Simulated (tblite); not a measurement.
# C3H11NSi2: the cost of one run

The runs use tblite 0.8.0 and PySCF 2.14.0, with density-fitted response routines of our own; the level of theory stands in each step. All values are computed, except where a source is named. Atoms are numbered from 0 throughout.

**1. Starting geometry**

17 atoms, charge 0, multiplicity 1; geometry from: force field or distance geometry start.

Bonds of the start (Å): Si0–C1 1.88, C1–Si2 1.83, Si2–C3 1.86, C3–C4 1.50, C4–N5 1.45, N5–Si2 1.79, Si0–H6 1.47, Si0–H7 1.48, Si0–H8 1.47, C1–H9 1.13, C1–H10 1.12, Si2–H11 1.46, C3–H12 1.09, C3–H13 1.10, C4–H14 1.10, C4–H15 1.12, N5–H16 1.04.

**2. Relaxing the molecule with GFN2-xTB**

The job: settings as JSON, then the geometry in Å.

```
{"job": {"kind": "relax", "xc": "GFN2-xTB", "basis": "xTB"}, "charge": 0, "multiplicity": 1}
Si     2.447200    -0.227100    -0.368500
C      1.272000    -0.525000     1.064800
Si    -0.316600     0.313500     0.734800
C     -1.703000    -0.726900     0.067800
C     -2.087000     0.508800    -0.690600
N     -0.678100     0.691800    -0.975600
H      2.342100    -1.281700    -1.388700
H      3.810700    -0.320000     0.198600
H      2.198700     1.108100    -0.936500
H      1.731200    -0.017900     1.962500
H      1.133500    -1.616900     1.267500
H     -0.749800     1.346000     1.673900
H     -1.317100    -1.515200    -0.582500
H     -2.448700    -1.084800     0.793200
H     -2.722300     0.333100    -1.576900
H     -2.435300     1.342100    -0.033300
H     -0.484500     1.684300    -1.220500
```

On the command line:

```console
$ OMP_NUM_THREADS=1 python probes_run.py task.json out
```

This one command runs all jobs of the session in turn.

Q: Estimate the wall time and peak memory of this first job on 1 thread of Arm Neoverse N1, shared host.

About 1.9 s, with a peak of 0.18 GiB.
